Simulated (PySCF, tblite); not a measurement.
# C₅H₈F₂: infrared bands and NMR shifts

Wanted: the infrared bands and NMR shifts of C₅H₈F₂ (`C=CCCC(F)F`), by calculation.

The runs use tblite 0.8.0 and PySCF 2.14.0, with density-fitted response routines of our own; the level of theory stands in each step. All values are computed, except where a source is named. Atoms count from 0, in the outputs and in this text.

## 1. The molecule as given

15 atoms, charge 0, multiplicity 1; geometry from: GFN2-xTB.

Bonds of the start (Å): C0–C1 1.32, C1–C2 1.50, C2–C3 1.53, C3–C4 1.52, C4–F5 1.36, C4–F6 1.36, C0–H7 1.08, C0–H8 1.08, C1–H9 1.08, C2–H10 1.09, C2–H11 1.09, C3–H12 1.09, C3–H13 1.09, C4–H14 1.10.

## 2. Infrared spectrum with GFN2-xTB

The job: settings as JSON, then the geometry in Å.

```
{"job": {"kind": "ir", "xc": "GFN2-xTB", "basis": "xTB"}, "charge": 0, "multiplicity": 1}
C      2.022641     0.985957     0.204989
C      1.344229     0.030287    -0.400978
C      0.406015    -0.912610     0.286715
C     -1.010839    -0.823810    -0.288572
C     -1.630796     0.530603     0.007316
F     -2.829393     0.659089    -0.616697
F     -1.883713     0.670990     1.332618
H      1.940755     1.152244     1.266614
H      2.692509     1.638264    -0.328745
H      1.444404    -0.117653    -1.468753
H      0.376469    -0.698410     1.356215
H      0.768133    -1.934975     0.151808
H     -1.649677    -1.593125     0.149323
H     -0.997308    -0.955395    -1.371906
H     -0.997841     1.376534    -0.301858
```

**Question.** This job is followed by: GIAO PBE0/pcSseg-1 NMR shielding, non-relativistic, gas phase. Predict these results of the whole session: strongest single infrared mode (GFN2-xTB); zero-point energy (GFN2-xTB); 13C shifts against TMS (PBE0/pcSseg-1); 1H shifts against TMS (PBE0/pcSseg-1, means over atoms taken as alike); 19F shifts against CFCl3 (PBE0/pcSseg-1, means over atoms taken as alike).

As calculated:

| quantity | value |
| --- | --- |
| strongest single infrared mode (GFN2-xTB) | 1001 cm⁻¹, 93 km/mol |
| zero-point energy (GFN2-xTB) | 74.6 kcal/mol |
| 13C shifts against TMS (PBE0/pcSseg-1) | 145.7, 125.1, 122.5, 36.8, 33.6 ppm |
| 1H shifts against TMS (PBE0/pcSseg-1, means over atoms taken as alike) | 6.16, 6.00, 5.56, 5.46, 2.37, 1.87 ppm |
| 19F shifts against CFCl3 (PBE0/pcSseg-1, means over atoms taken as alike) | -143.2 ppm |

No mode is imaginary among the 39: a minimum at this level. The strongest single mode, at 1001 cm⁻¹, has its largest shares on C4, H13 and F6 (the list is cut at 3 atoms). GFN2-xTB is a fitted tight-binding method: band positions and strengths are rough. Its intensities can rank the bands wrongly. C1 (alkene CH) lies farthest downfield among carbon, at 145.7 ppm; an sp2 carbon of a C=C bond. The most deshielded hydrogen is H14 (hydrogen on an sp3 CH bonded to 2 F), at 6.16 ppm: its carbon carries F, hence the downfield position. At PBE0/pcSseg-1: Shielding is most anisotropic at C1 (span 232 ppm, paramagnetic term -216 ppm).
